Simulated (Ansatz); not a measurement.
BrHMg, SMILES [MgH][Br], a relaxed scan of one distance

With the Ansatz DFT code, driven from Python.

Notebook, run cell by cell (the value of a cell's last expression is shown):

```python
import ansatz as az
import numpy as np
```

```python
BASIS_SET = 'def2-SVP'
FUNCTIONAL = 'pbe'
```

```python
mol = (
    az.Crystal.molecule()
    .atom('Mg', (-0.1821, -0.0105, -0.1092))
    .atom('Br', (1.9834, -0.3726, 1.0478))
    .atom('H', (-1.8122, 0.3183, -0.9518))
)
```

```python
base = (
    mol.calculation()
    .basis(gaussian=BASIS_SET)  # the orbital basis, by name
    .functional(FUNCTIONAL)
)
symbols = [site.symbol for site in mol.cartesian_sites]
pairs = [(0, 1), (0, 2)]
print('held (A)   E (eV)        ', '  '.join(f'{symbols[i]}{i}-{symbols[j]}{j}' for i, j in pairs))
for length in [2.28, 2.48, 2.68, 2.98, 3.35]:
    report = base.relax(constraints=[az.DistanceConstraint((0, 1), at=length)], force_tolerance=0.02, max_steps=60).run().report
    xyz = np.array(report['positions_ang'])
    print(f'{length:6.2f} {report["free_energy_ev"]:14.5f}  ', '  '.join(f'{np.linalg.norm(xyz[i] - xyz[j]):.3f}' for i, j in pairs))
```

    held (A)   E (eV)         Mg0-Br1  Mg0-H2
    DeckWarning: relax.constraints: the input's atoms, or those drawn, lie off the distances that are held; a relaxation that starts there is brought onto them ahead of its first SCF, by positions alone, an atom by 1.01e-1 Å at the most. With the symmetry detection on, the symmetry is detected on the input's atoms as so [...]
      2.28   -75484.09547   2.280  1.695
      2.48   -75484.09079   2.480  1.694
      2.68   -75483.81417   2.680  1.691
      2.98   -75483.20289   2.980  1.691
      3.35   -75482.41339   3.350  1.694

Reading the output:
- Total energies depend on the basis set; only differences at equal settings carry meaning.
- Warnings are shown shortened and without file and line.
- The energies are electronic: no zero-point or thermal terms, and the basis set is short of its limit.
- The whole script took 17 s on 1 thread of Intel(R) Xeon(R) CPU @ 2.60GHz (Ice Lake) (shared host), peak memory 0.2 GiB.
